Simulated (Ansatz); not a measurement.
# ClH₂O₂Si radical: a ladder of functionals and wavefunction methods

Aim: compute ClH₂O₂Si radical with functionals from several rungs and with coupled cluster, and see how far each lands from CCSD(T) at the basis-set limit for the atomisation energy.

The runs use Ansatz 0.2.0, Gaussian basis; functionals in def2-TZVPP, the program's frozen cores in correlated methods.

Levels to be run: LDA (SPW92), PBE-D4, revPBE-D4, BLYP-D4, r2SCAN-D4, B97M-V, PBE0-D4, B3LYP-D4, r2SCANh-D4, r2SCAN0-D4, HSE06-D4, BHLYP-D4, CAM-B3LYP-D4, LC-ωPBE, ωB97X-V, ωB97M-V, B2PLYP, PBE-QIDH; CCSD(T)/def2-SVP; CCSD(T)/def2-TZVPP; MP2/def2-QZVPP; extrapolation to the limit; RPA on PBE.

### Step 1. The geometry

An earlier PBE0-D4 in a triple-zeta def2 set relaxation fixed the geometry.

SMILES `O[Si](O)Cl`, 6 atoms, charge 0, spin multiplicity 2.

Atoms are counted from 1 here; the program's logs count them from 0.

Bond lengths: O1–Si2 1.632 Å, O1–H5 0.959 Å, Si2–O3 1.632 Å, Si2–Cl4 2.078 Å, O3–H6 0.959 Å. Angles: Si2–O1–H5 117.0°, O1–Si2–O3 103.5°, O1–Si2–Cl4 111.0°, O3–Si2–Cl4 111.0°, Si2–O3–H6 117.0°.

Coordinates:

```
O    -0.32069    1.39127   -0.39079
Si    0.13179   -0.17679   -0.40819
O     1.19748   -0.28097    0.82364
Cl   -1.49849   -1.42504   -0.08957
H    -1.02883    1.64744   -0.98460
H     1.51875   -1.15590    1.04951
```

### Step 2. LDA

This LDA is Slater exchange with PW92 correlation.

in.yaml reads:

```yaml
crystal:
  periodic: [false, false, false]
  atoms:
    - {symbol: O, position_ang: [-0.320692, 1.391269, -0.390788]}
    - {symbol: Si, position_ang: [0.131791, -0.176792, -0.408186]}
    - {symbol: O, position_ang: [1.197482, -0.280965, 0.823635]}
    - {symbol: Cl, position_ang: [-1.498492, -1.425043, -0.089571]}
    - {symbol: H, position_ang: [-1.028831, 1.647443, -0.984604]}
    - {symbol: H, position_ang: [1.518752, -1.155903, 1.049514]}
basis:
  gaussian: {orbitals: def2-TZVPP}
magnetization: {spin_polarized: true, initial_magnetization: 1}
hamiltonian: {xc: lda}
output: {orbitals: {seedname: orbitals}}
```

After this run come: PBE-D4 (GGA); revPBE-D4 (GGA); BLYP-D4 (GGA); r2SCAN-D4 (meta-GGA); B97M-V (meta-GGA); PBE0-D4 (hybrid); B3LYP-D4 (hybrid); r2SCANh-D4 (hybrid); r2SCAN0-D4 (hybrid); HSE06-D4 (hybrid); BHLYP-D4 (hybrid); CAM-B3LYP-D4 (range-separated); LC-ωPBE-D4 (range-separated); ωB97X-V (range-separated); ωB97M-V (range-separated); B2PLYP (double hybrid); PBE-QIDH (double hybrid); CCSD(T) in def2-SVP; CCSD(T) in def2-TZVPP; MP2 in def2-QZVPP; RPA on PBE orbitals.

**Question.** What will the summary of the whole plan be? Wanted: atomisation energy, CCSD(T)/CBS; farthest beyond LDA; mean size of error, GGA; mean size of error, meta-GGA; mean size of error, hybrid; mean size of error, range-separated; mean size of error, double hybrid; gap, smallest and largest; T1 diagnostic.

**Answer**, as computed:

| quantity | value |
| --- | --- |
| atomisation energy, CCSD(T)/CBS | 22.942 eV |
| functionals within 0.115 eV (0.5 %) | B97M-V, ωB97X-V, ωB97M-V |
| farthest beyond LDA | BHLYP-D4 (-1.295 eV) |
| mean size of error, GGA | 0.302 eV |
| mean size of error, meta-GGA | 0.101 eV |
| mean size of error, hybrid | 0.482 eV |
| mean size of error, range-separated | 0.153 eV |
| mean size of error, double hybrid | 0.429 eV |
| gap, smallest and largest | 1.24 eV (LDA (SPW92)), 8.94 eV (LC-ωPBE) |
| T1 diagnostic | 0.0136 |
| triples share of the correlation energy | 3.7 % |

What this shows: LDA overbinds by 3.712 eV (16 %). PBE-D4 is off by +0.369 eV. Double hybrids carry the basis error of their MP2 part in triple zeta, and no dispersion term here, so their miss is partly the set-up's. Taken by rung, meta-GGA functionals do best (0.101 eV on average) and hybrid ones worst beyond LDA (0.482 eV). The gap between the best rungs is small, so their order is not settled. The mean of the hybrids holds BHLYP, with half exact exchange. The reference freezes the cores and leaves out relativity and excitations past (T), so misses under about 0.115 eV can't be ranked. Hartree-Fock recovers 69 % of the binding; the rest is correlation. CCSD(T) in def2-SVP is off by -2.553 eV, more than most functionals: a good method in a small basis is no reference. Orbital gaps span 1.2 to 8.9 eV; exact exchange widens them.
